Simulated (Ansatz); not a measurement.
# CH4BFOZn: the cost of one run

All numbers below are computed with Ansatz 0.2.0 (RKS PBE0-D4/def2-SVP).

### Step 1. The structure to begin with

Bond lengths: C1–B2 1.568 Å, B2–O3 1.448 Å, Zn4–F5 2.097 Å, C1–H6 1.178 Å, C1–H7 1.111 Å, C1–H8 1.045 Å, B2–H9 1.227 Å. Angles: C1–B2–O3 119.2°, C1–B2–H9 120.8°, O3–B2–H9 120.0°, B2–C1–H6 106.4°, B2–C1–H7 109.7°, B2–C1–H8 111.4°, H6–C1–H7 106.0°, H6–C1–H8 110.6°, H7–C1–H8 112.4°.

Coordinates:

```xyz
9

C    -0.3712   -1.0557    0.0548
B     0.7220   -0.1378    0.7041
O     1.7737    0.4056   -0.1295
Zn    0.3382    2.3844   -0.3806
F    -1.0800    1.8713   -1.8383
H    -1.4013   -0.5050    0.2079
H    -0.2117   -1.1071   -1.0435
H    -0.3894   -2.0015    0.4999
H     0.7082    0.0995    1.9080
```

### Step 2. End point A

The input, input.yaml:

```yaml
crystal:
  periodic: [false, false, false]
  atoms:
    - { symbol: C, position_ang: [-0.3712, -1.0557, 0.0548] }
    - { symbol: B, position_ang: [0.722, -0.1378, 0.7041] }
    - { symbol: O, position_ang: [1.7737, 0.4056, -0.1295] }
    - { symbol: Zn, position_ang: [0.3382, 2.3844, -0.3806] }
    - { symbol: F, position_ang: [-1.08, 1.8713, -1.8383] }
    - { symbol: H, position_ang: [-1.4013, -0.505, 0.2079] }
    - { symbol: H, position_ang: [-0.2117, -1.1071, -1.0435] }
    - { symbol: H, position_ang: [-0.3894, -2.0015, 0.4999] }
    - { symbol: H, position_ang: [0.7082, 0.0995, 1.908] }
basis:
  gaussian: { orbitals: def2-SVP }
hamiltonian:
  xc: pbe0
  dispersion: d4
relax:
  f_tol: 0.015
  max_steps: 40
output:
  orbitals: {}
```

Run with:

```
$ ansatz run input.yaml --threads 2 --pin off --max-ram 3072MiB --backend cpu --events-out ev --progress --plain --runs-dir out
```

What time and memory should one allow on 2 threads of Intel Xeon Platinum 8488C (Sapphire Rapids), shared host?

About 63 s, with a peak of 0.27 GiB.
